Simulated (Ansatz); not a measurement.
# ClF3GeH3N: the cost of one run

All numbers below are computed with Ansatz 0.2.0 (RKS PBE/def2-SVP).

## Step 1: The starting structure

Bond lengths: Ge1–Cl2 2.570 Å, Ge1–F3 1.680 Å, Ge1–F4 1.679 Å, Ge1–F5 1.679 Å, Ge1–N6 2.210 Å, N6–H7 1.060 Å, N6–H8 1.060 Å. Angles: Cl2–Ge1–F3 109.4°, Cl2–Ge1–F4 109.5°, Cl2–Ge1–F5 109.5°, Cl2–Ge1–N6 71.6°, F3–Ge1–F4 109.5°, F3–Ge1–F5 109.5°, F3–Ge1–N6 178.9°, F4–Ge1–F5 109.5°, F4–Ge1–N6 70.0°, F5–Ge1–N6 70.0°, Ge1–N6–H7 120.0°, Ge1–N6–H8 120.0°, H7–N6–H8 120.0°.

Coordinates:

```xyz
9

Ge    0.0000    0.0000    0.0000
Cl    0.0000    0.0000    2.5700
F     1.5842    0.0000   -0.5594
F    -0.7913    1.3709   -0.5594
F    -0.7913   -1.3709   -0.5594
N    -2.0973    0.0000    0.6969
H    -2.8173   -0.6071    0.2106
H    -2.3831    0.6071    1.5174
H    -1.4594    0.0000    1.8686
```

## Step 2: A restrained relaxation towards end A

Springs on the bonds that form and break draw the guess towards this end; the thresholds are loose.

input.yaml

```yaml
crystal:
  periodic: [false, false, false]
  atoms:
    - { symbol: Ge, position_ang: [0.0, 0.0, 0.0] }
    - { symbol: Cl, position_ang: [0.0, 0.0, 2.57] }
    - { symbol: F, position_ang: [1.5842, 0.0, -0.5594] }
    - { symbol: F, position_ang: [-0.7913, 1.3709, -0.5594] }
    - { symbol: F, position_ang: [-0.7913, -1.3709, -0.5594] }
    - { symbol: "N", position_ang: [-2.0973, 0.0, 0.6969] }
    - { symbol: H, position_ang: [-2.8173, -0.6071, 0.2106] }
    - { symbol: H, position_ang: [-2.3831, 0.6071, 1.5174] }
    - { symbol: H, position_ang: [-1.4594, 0.0, 1.8686] }
basis:
  gaussian: { orbitals: def2-SVP }
hamiltonian:
  xc: pbe
relax:
  f_tol: 0.15
  max_steps: 25
  restrain:
    - { distance: [0, 5], at: 3.11, k: 30.0 }
    - { distance: [8, 1], at: 2.57, k: 30.0 }
    - { distance: [0, 1], at: 2.22, k: 30.0 }
    - { distance: [8, 5], at: 1.06, k: 30.0 }
output:
  orbitals: {}
```

The run is started by

```sh
$ ansatz run input.yaml --threads 4 --pin off --max-ram 5120MiB --backend cpu --events-out ev --progress --plain --runs-dir out
```

**Question.** How long does this run take on 4 threads of Arm Neoverse V1, shared host, and how much memory does it need?

About 15 s, with a peak of 0.19 GiB.
